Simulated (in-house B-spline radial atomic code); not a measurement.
**Ti²⁺ in a hard spherical wall**

Wanted: the cost of confining Ti²⁺, radius by radius. More than one configuration is followed.

Program: in-house B-spline radial atomic code version 1. Level of theory: non-relativistic r2SCAN, spin-polarised, spherical fractional occupations, point nucleus, basis-set limit. These are calculated values, not measurements, unless marked.

## Step 1: The system

```
element       : titanium (Z = 22)
charge        : +2
electrons     : 20
configuration : [Ar] 3d2
Hamiltonian   : non-relativistic
nucleus       : point
```

Outer shells as boxes (Hund's rule):

[Ar] 3d2
```
[Ar] core
3d [↑ ][↑ ][  ][  ][  ]
```

Where spins are not typed, each open shell is filled with up spins first.

The run's settings:

```ini
Z = 22
electrons = 20.0
configuration = [Ar] 3d2
hamiltonian = nr
method = r2scan
spin_polarised = True
```

From the earlier run of the reference: total energy -848.534243 hartree. Levels, eight at most:

| orbital | occupation | energy (eV) | <r> (bohr) |
| --- | --- | --- | --- |
| 2s down | 1 | -553.42 | 0.3264 |
| 2p up | 3 | -464.23 | 0.2907 |
| 2p down | 3 | -463.63 | 0.2903 |
| 3s up | 1 | -80.791 | 1.014 |
| 3s down | 1 | -78.338 | 1.016 |
| 3p up | 3 | -56.716 | 1.086 |
| 3p down | 3 | -54.237 | 1.087 |
| 3d up | 2 | -20.338 | 1.404 |

## Step 2: Wall at 8.35 bohr, configuration [Ar] 3d2

Changes to the settings of step 1:

```diff
@@ -6 +6,2 @@
 spin_polarised = True
+wall_radius = 8.35
```

From the run's result record (rounded, not every field):

```text
status: converged
iterations: 8
energy [hartree]: {"total": -848.53423975, "kinetic": 847.800331706, "nuclear": -1998.1045382, "coulomb": 343.352277373, "xc": -41.5823106343}
orbitals [hartree, bohr; first row names the columns]:
  - ["name", "occ", "eps", "<r>"]
  - ["1s up", 1.0, -179.05572, 0.070183]
  - ["1s down", 1.0, -179.05676, 0.070183]
  - ["2s up", 1.0, -20.366775, 0.32681]
  - ["2s down", 1.0, -20.337665, 0.32643]
  - ["2p up", 3.0, -17.060248, 0.29073]
  - ["2p down", 3.0, -17.038134, 0.2903]
  - ["3s up", 1.0, -2.9689839, 1.0145]
  - ["3s down", 1.0, -2.8788441, 1.0159]
  - ["3p up", 3.0, -2.0842591, 1.0859]
  - ["3p down", 3.0, -1.9931512, 1.0866]
  - ["3d up", 2.0, -0.74739668, 1.404]
sum_r [bohr^k]: {"-1": 90.82293, "1": 13.89279, "2": 16.57119}
energy_minus_base [hartree]: 3.69576776e-06
```

It took 0.21 s on 1 thread, shared host.

energy_minus_base is the energy less that of the reference run. Meta-GGA runs start from a PBE run whose iterations are not counted.

## Step 3: Wall at 5.22 bohr, configuration [Ar] 3d2

Changes to the settings of step 2:

```diff
@@ -6,2 +6,2 @@
 spin_polarised = True
-wall_radius = 8.35
+wall_radius = 5.22
```

Main fields:

```text
status: converged
iterations: 8
energy [hartree]: {"total": -848.53214535, "kinetic": 847.818877979, "nuclear": -1998.21525568, "coulomb": 343.453044907, "xc": -41.5888125576}
orbitals [hartree, bohr; first row names the columns]:
  - ["name", "occ", "eps", "<r>"]
  - ["1s up", 1.0, -179.05054, 0.070182]
  - ["1s down", 1.0, -179.05157, 0.070183]
  - ["2s up", 1.0, -20.361257, 0.32681]
  - ["2s down", 1.0, -20.331976, 0.32643]
  - ["2p up", 3.0, -17.054733, 0.29073]
  - ["2p down", 3.0, -17.032487, 0.2903]
  - ["3s up", 1.0, -2.9646341, 1.0147]
  - ["3s down", 1.0, -2.8739751, 1.0161]
  - ["3p up", 3.0, -2.0800864, 1.0863]
  - ["3p down", 3.0, -1.9884739, 1.087]
  - ["3d up", 2.0, -0.7426992, 1.3886]
sum_r [bohr^k]: {"-1": 90.82797, "1": 13.86475, "2": 16.41052}
energy_minus_base [hartree]: 0.00209809489
```

It took 0.21 s on 1 thread, shared host.

## Step 4: Wall at 3.77 bohr, configuration [Ar] 3d2

Changes to the settings of step 3:

```diff
@@ -6,2 +6,2 @@
 spin_polarised = True
-wall_radius = 5.22
+wall_radius = 3.77
```

Main fields:

```text
status: converged
iterations: 8
energy [hartree]: {"total": -848.500307535, "kinetic": 848.019103304, "nuclear": -1999.0932955, "coulomb": 344.215917051, "xc": -41.6420323937}
orbitals [hartree, bohr; first row names the columns]:
  - ["name", "occ", "eps", "<r>"]
  - ["1s up", 1.0, -179.0094, 0.070182]
  - ["1s down", 1.0, -179.01043, 0.070182]
  - ["2s up", 1.0, -20.318155, 0.32683]
  - ["2s down", 1.0, -20.287359, 0.32643]
  - ["2p up", 3.0, -17.011559, 0.29075]
  - ["2p down", 3.0, -16.988123, 0.2903]
  - ["3s up", 1.0, -2.933411, 1.0161]
  - ["3s down", 1.0, -2.8386145, 1.0179]
  - ["3p up", 3.0, -2.0498635, 1.0868]
  - ["3p down", 3.0, -1.9543432, 1.0881]
  - ["3d up", 2.0, -0.70225429, 1.3101]
sum_r [bohr^k]: {"-1": 90.86788, "1": 13.71586, "2": 15.73724}
energy_minus_base [hartree]: 0.0339359099
```

Run time: 0.3 s. Hardware: 1 thread, shared host.

## Step 5: Wall at 2.5 bohr, configuration [Ar] 3d2

Changes to the settings of step 4:

```diff
@@ -6,2 +6,2 @@
 spin_polarised = True
-wall_radius = 3.77
+wall_radius = 2.5
```

Main fields:

```text
status: converged
iterations: 8
energy [hartree]: {"total": -847.912819791, "kinetic": 851.309029031, "nuclear": -2006.99750443, "coulomb": 349.848079418, "xc": -42.0724238131}
orbitals [hartree, bohr; first row names the columns]:
  - ["name", "occ", "eps", "<r>"]
  - ["1s up", 1.0, -178.64901, 0.070183]
  - ["1s down", 1.0, -178.64998, 0.070183]
  - ["2s up", 1.0, -19.979146, 0.3271]
  - ["2s down", 1.0, -19.940615, 0.3266]
  - ["2p up", 3.0, -16.668539, 0.29106]
  - ["2p down", 3.0, -16.639032, 0.2905]
  - ["3s up", 1.0, -2.7107392, 1.0047]
  - ["3s down", 1.0, -2.5995111, 1.0075]
  - ["3p up", 3.0, -1.8134005, 1.048]
  - ["3p down", 3.0, -1.7023019, 1.0509]
  - ["3d up", 2.0, -0.38005098, 1.1056]
sum_r [bohr^k]: {"-1": 91.22716, "1": 13.05863, "2": 13.55854}
energy_minus_base [hartree]: 0.621423654
```

It took 0.18 s on 1 thread, shared host.

## Step 6: Wall at 1.84 bohr, configuration [Ar] 3d2

Changes to the settings of step 5:

```diff
@@ -6,2 +6,2 @@
 spin_polarised = True
-wall_radius = 2.5
+wall_radius = 1.84
```

Main fields:

```text
status: converged
iterations: 8
energy [hartree]: {"total": -844.445099836, "kinetic": 866.470638343, "nuclear": -2033.28949842, "coulomb": 365.681737079, "xc": -43.307976841}
orbitals [hartree, bohr; first row names the columns]:
  - ["name", "occ", "eps", "<r>"]
  - ["1s up", 1.0, -177.48389, 0.070193]
  - ["1s down", 1.0, -177.48499, 0.070193]
  - ["2s up", 1.0, -18.986343, 0.32837]
  - ["2s down", 1.0, -18.93333, 0.32769]
  - ["2p up", 3.0, -15.652913, 0.29257]
  - ["2p down", 3.0, -15.612161, 0.2918]
  - ["3s up", 1.0, -1.9662102, 0.92781]
  - ["3s down", 1.0, -1.8360887, 0.93023]
  - ["3p up", 3.0, -0.9947213, 0.93617]
  - ["3p down", 3.0, -0.86418216, 0.93874]
  - ["3d up", 2.0, 0.56552139, 0.92308]
sum_r [bohr^k]: {"-1": 92.42225, "1": 11.87851, "2": 10.60216}
energy_minus_base [hartree]: 4.08914361
```

Run time: 0.17 s. Hardware: 1 thread, shared host.

## Step 7: Wall at 8.35 bohr, configuration [Ne] 3s2 3p5 3d3

The run's settings:

```ini
Z = 22
electrons = 20.0
configuration = [Ne] 3s2 3p5 3d3
hamiltonian = nr
method = r2scan
spin_polarised = True
wall_radius = 8.35
```

Main fields:

```text
status: converged
iterations: 8
energy [hartree]: {"total": -847.337614381, "kinetic": 846.609969534, "nuclear": -1994.3795881, "coulomb": 341.964654733, "xc": -41.5326505521}
orbitals [hartree, bohr; first row names the columns]:
  - ["name", "occ", "eps", "<r>"]
  - ["1s up", 1.0, -179.22296, 0.070178]
  - ["1s down", 1.0, -179.2053, 0.070172]
  - ["2s up", 1.0, -20.456807, 0.32676]
  - ["2s down", 1.0, -20.403513, 0.32615]
  - ["2p up", 3.0, -17.160567, 0.29056]
  - ["2p down", 3.0, -17.107048, 0.28997]
  - ["3s up", 1.0, -3.0599448, 1.0089]
  - ["3s down", 1.0, -2.8476649, 1.0167]
  - ["3p up", 3.0, -2.1713453, 1.0762]
  - ["3p down", 2.0, -1.961954, 1.0874]
  - ["3d up", 3.0, -0.81692818, 1.351]
sum_r [bohr^k]: {"-1": 90.65362, "1": 14.01665, "2": 16.98323}
energy_minus_base [hartree]: 1.19662906
```

Run time: 0.23 s. Hardware: 1 thread, shared host.

## Step 8: Wall at 5.22 bohr, configuration [Ne] 3s2 3p5 3d3

Changes to the settings of step 7:

```diff
@@ -6,2 +6,2 @@
 spin_polarised = True
-wall_radius = 8.35
+wall_radius = 5.22
```

Main fields:

```text
status: converged
iterations: 9
energy [hartree]: {"total": -847.335603617, "kinetic": 846.629272577, "nuclear": -1994.48172888, "coulomb": 342.055840382, "xc": -41.5389876954}
orbitals [hartree, bohr; first row names the columns]:
  - ["name", "occ", "eps", "<r>"]
  - ["1s up", 1.0, -179.21818, 0.070178]
  - ["1s down", 1.0, -179.20054, 0.070172]
  - ["2s up", 1.0, -20.451782, 0.32676]
  - ["2s down", 1.0, -20.398359, 0.32615]
  - ["2p up", 3.0, -17.15554, 0.29057]
  - ["2p down", 3.0, -17.101928, 0.28996]
  - ["3s up", 1.0, -3.055958, 1.0091]
  - ["3s down", 1.0, -2.8432835, 1.0169]
  - ["3p up", 3.0, -2.1675105, 1.0765]
  - ["3p down", 2.0, -1.9577441, 1.0877]
  - ["3d up", 3.0, -0.81286298, 1.3419]
sum_r [bohr^k]: {"-1": 90.65826, "1": 13.99151, "2": 16.83985}
energy_minus_base [hartree]: 1.19863983
```

Wall time 0.24 s (1 thread, shared host).

## Step 9: Wall at 3.77 bohr, configuration [Ne] 3s2 3p5 3d3

Changes to the settings of step 8:

```diff
@@ -6,2 +6,2 @@
 spin_polarised = True
-wall_radius = 5.22
+wall_radius = 3.77
```

Main fields:

```text
status: converged
iterations: 9
energy [hartree]: {"total": -847.299092412, "kinetic": 846.868994855, "nuclear": -1995.46908014, "coulomb": 342.902588088, "xc": -41.6015952209}
orbitals [hartree, bohr; first row names the columns]:
  - ["name", "occ", "eps", "<r>"]
  - ["1s up", 1.0, -179.17193, 0.070178]
  - ["1s down", 1.0, -179.15441, 0.070172]
  - ["2s up", 1.0, -20.403639, 0.32678]
  - ["2s down", 1.0, -20.348733, 0.32615]
  - ["2p up", 3.0, -17.107279, 0.29058]
  - ["2p down", 3.0, -17.052581, 0.28996]
  - ["3s up", 1.0, -3.0207989, 1.0107]
  - ["3s down", 1.0, -2.8041475, 1.0189]
  - ["3p up", 3.0, -2.133535, 1.0777]
  - ["3p down", 2.0, -1.9199969, 1.0891]
  - ["3d up", 3.0, -0.7717527, 1.2836]
sum_r [bohr^k]: {"-1": 90.70314, "1": 13.82689, "2": 16.0973}
energy_minus_base [hartree]: 1.23515103
```

It took 0.22 s on 1 thread, shared host.

## Step 10: Wall at 2.5 bohr, configuration [Ne] 3s2 3p5 3d3

Changes to the settings of step 9:

```diff
@@ -6,2 +6,2 @@
 spin_polarised = True
-wall_radius = 3.77
+wall_radius = 2.5
```

Main fields:

```text
status: converged
iterations: 9
energy [hartree]: {"total": -846.648904631, "kinetic": 850.339100824, "nuclear": -2004.0113986, "coulomb": 349.108678847, "xc": -42.0852857012}
orbitals [hartree, bohr; first row names the columns]:
  - ["name", "occ", "eps", "<r>"]
  - ["1s up", 1.0, -178.78084, 0.070178]
  - ["1s down", 1.0, -178.76326, 0.070172]
  - ["2s up", 1.0, -20.029412, 0.32707]
  - ["2s down", 1.0, -19.965073, 0.32632]
  - ["2p up", 3.0, -16.729181, 0.2909]
  - ["2p down", 3.0, -16.667052, 0.29015]
  - ["3s up", 1.0, -2.7757803, 1.0019]
  - ["3s down", 1.0, -2.5382428, 1.0098]
  - ["3p up", 3.0, -1.8770616, 1.0444]
  - ["3p down", 2.0, -1.6418755, 1.0532]
  - ["3d up", 3.0, -0.43792834, 1.1015]
sum_r [bohr^k]: {"-1": 91.09143, "1": 13.09244, "2": 13.65238}
energy_minus_base [hartree]: 1.88533881
```

It took 0.19 s on 1 thread, shared host.

## Step 11: Wall at 1.84 bohr, configuration [Ne] 3s2 3p5 3d3

Changes to the settings of step 10:

```diff
@@ -6,2 +6,2 @@
 spin_polarised = True
-wall_radius = 2.5
+wall_radius = 1.84
```

Main fields:

```text
status: converged
iterations: 8
energy [hartree]: {"total": -843.083042509, "kinetic": 865.344014568, "nuclear": -2030.49515159, "coulomb": 365.432764039, "xc": -43.3646695232}
orbitals [hartree, bohr; first row names the columns]:
  - ["name", "occ", "eps", "<r>"]
  - ["1s up", 1.0, -177.60462, 0.070187]
  - ["1s down", 1.0, -177.58377, 0.070179]
  - ["2s up", 1.0, -19.005695, 0.32835]
  - ["2s down", 1.0, -18.920535, 0.32735]
  - ["2p up", 3.0, -15.684612, 0.2924]
  - ["2p down", 3.0, -15.604004, 0.29138]
  - ["3s up", 1.0, -2.0174225, 0.92719]
  - ["3s down", 1.0, -1.7455725, 0.93219]
  - ["3p up", 3.0, -1.0467554, 0.93552]
  - ["3p down", 2.0, -0.77373757, 0.94044]
  - ["3d up", 3.0, 0.51869713, 0.92348]
sum_r [bohr^k]: {"-1": 92.29523, "1": 11.86468, "2": 10.57342}
energy_minus_base [hartree]: 5.45120094
```

Run time: 0.18 s. Hardware: 1 thread, shared host.

## Step 12: Results against the radius

| configuration | radius (bohr) | energy above the free system (eV) | highest level (eV) |
| --- | --- | --- | --- |
| [Ar] 3d2 | 8.35 | 1.0e-04 | -20.338 (3d up) |
| [Ar] 3d2 | 5.22 | 0.0571 | -20.210 (3d up) |
| [Ar] 3d2 | 3.77 | 0.923 | -19.109 (3d up) |
| [Ar] 3d2 | 2.5 | 16.910 | -10.342 (3d up) |
| [Ar] 3d2 | 1.84 | 111.27 | 15.389 (3d up) |
| [Ne] 3s2 3p5 3d3 | 8.35 | 32.562 | -22.230 (3d up) |
| [Ne] 3s2 3p5 3d3 | 5.22 | 32.617 | -22.119 (3d up) |
| [Ne] 3s2 3p5 3d3 | 3.77 | 33.610 | -21.000 (3d up) |
| [Ne] 3s2 3p5 3d3 | 2.5 | 51.303 | -11.917 (3d up) |
| [Ne] 3s2 3p5 3d3 | 1.84 | 148.33 | 14.114 (3d up) |

**Reading.** For [Ar] 3d2 the energy above the free reference is 1.0e-04 eV at 8.35 bohr and 111.27 eV at 1.84 bohr. Its highest level passes zero between 2.5 and 1.84 bohr; in smaller spheres the level is positive, pushed up by confinement, and the wall keeps the electron in. Of [Ar] 3d2 and [Ne] 3s2 3p5 3d3, the first stays lower at every radius that both share. A hard wall is a crude model of an atom's surroundings.
